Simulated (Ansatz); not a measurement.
# C2H2FSi: the cost of one run

Method: UKS PBE0/cc-pVDZ, in Ansatz 0.2.0.

## Step 1: The system as given

Bond lengths: C1–C2 1.203 Å, C2–Si3 1.857 Å, Si3–F4 1.549 Å, C1–H5 1.085 Å, Si3–H6 1.488 Å. Angles: C1–C2–Si3 177.6°, C2–C1–H5 173.2°, C2–Si3–F4 110.4°, C2–Si3–H6 112.0°, F4–Si3–H6 111.1°.

Coordinates:

```xyz
6

C     0.1611   -0.7167   -1.6032
C     0.1984   -0.2238   -0.5061
Si    0.3036    0.4798    1.2092
F    -0.4787   -0.4111    2.2057
H     0.0285   -1.0818   -2.6159
H    -0.1708    1.8895    1.2641
```

## Step 2: End point A

Input file input.yaml:

```yaml
crystal:
  periodic: [false, false, false]
  atoms:
    - { symbol: C, position_ang: [0.1611, -0.7167, -1.6032] }
    - { symbol: C, position_ang: [0.1984, -0.2238, -0.5061] }
    - { symbol: Si, position_ang: [0.3036, 0.4798, 1.2092] }
    - { symbol: F, position_ang: [-0.4787, -0.4111, 2.2057] }
    - { symbol: H, position_ang: [0.0285, -1.0818, -2.6159] }
    - { symbol: H, position_ang: [-0.1708, 1.8895, 1.2641] }
magnetization:
  spin_polarized: true
  initial_magnetization: 1
basis:
  gaussian: { orbitals: cc-pVDZ }
hamiltonian:
  xc: pbe0
relax:
  f_tol: 0.015
  max_steps: 40
```

The run is started by

```console
> ansatz run input.yaml --threads 1 --pin off --max-ram 2048MiB --backend cpu --events-out ev --progress --plain --runs-dir out
```

Q: Estimate wall time and peak memory on 1 thread of Arm Neoverse V1, shared host.

About 36 s, with a peak of 0.16 GiB.
